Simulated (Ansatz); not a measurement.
Runs of Ansatz 0.2.0 on CsLiCr2Te2S3. Symmetry: P3m1, No. 156, trigonal system. Conventional cell: a = 3.604 Å, b = 3.604 Å, c = 19.067 Å, α = 90.00°, β = 90.00°, γ = 120.00°. Cs (site symmetry 3m) is surrounded by 3 S at 3.38 Å and 6 Cs at 3.60 Å and 3 Te at 3.77 Å. Li (site symmetry 3m) has 6 S at 2.63 to 2.66 Å as nearest neighbours. Cr (site symmetry 3m) is surrounded by 3 S at 2.40 Å and 3 Te at 2.74 Å. Around Cr (site symmetry 3m) lie 6 S at 2.43 to 2.45 Å. Te (site symmetry 3m) is surrounded by 6 Te at 3.60 Å and 3 Cs at 3.77 Å. Te (site symmetry 3m) is surrounded by 3 Cr at 2.74 Å. S (site symmetry 3m) is surrounded by 3 Cr at 2.45 Å and 3 Li at 2.63 Å. S (site symmetry 3m) has 3 Cr at 2.40 Å and 3 Li at 2.66 Å as nearest neighbours. The cell was built by a generator and needn't be a form met in nature.

| task | level | U | hubbard projectors | double counting | points for each segment of the path | gap on the mesh (eV) | pressure (GPa) | moment (μB) | largest force (eV/Å) |
| --- | --- | --- | --- | --- | --- | --- | --- | --- | --- |
| projected density of states | PBE+U | Cr d U = 4 eV | ortho-atomic (the default) | fll (the default) | - | none | 2.6 | (c) | (a) |
| projected density of states | PBE+U | Cr d U = 6 eV | ortho-atomic (the default) | fll (the default) | - | none | 4.0 | 6.12 | 1.10 |
| electron localisation function | PBE | - | - | - | - | none | 0.0 | 5.64 | 0.03 |
| projected density of states | PBE+U | Cr d U = 8 eV | ortho-atomic (the default) | fll (the default) | - | none | 5.4 | (b) | 1.41 |
| atomic charges | PBE | - | - | - | - | none | 0.0 | 5.64 | 0.03 |
| electric field gradients | PBE | - | - | - | - | none | 0.0 | 5.64 | 0.03 |
| band structure | PBE | - | - | - | 10 | none | 0.0 | 5.64 | 0.03 |
| projected density of states | PBE | - | - | - | - | none | 0.0 | 5.64 | 0.03 |
| projected density of states | PBE+U | Cr d U = 2 eV | ortho-atomic (the default) | fll (the default) | - | none | 1.3 | 5.93 | 0.40 |

Alike in all rows: potentials or basis Ansatz PAW; spin collinear, ferromagnetic start; cell as given; k mesh 9 × 9 × 2; cutoff (eV) 420; smearing fermi-dirac 0.05 eV.

Q: Estimate the missing entries.

A: (a) 0.77; (b) 6.15; (c) 6.09.

Caveats: only a ferromagnetic start was run, and an antiferromagnetic order may lie lower in energy; the density of states is complete only up to the lowest level of the last band computed (some runs); the magnetic or orbital state may not be the lowest (some runs); forces of over 1 eV/Å show positions far from the minimum, so gaps and moduli don't describe the material at rest (some runs); spin-orbit coupling is left out, which moves the levels of the heavy elements (some runs).

A k mesh can miss the band edges, and the runs leave out spin-orbit coupling on Cs, Te.

A gap of «none» marks a metal or a gap under the smearing width.
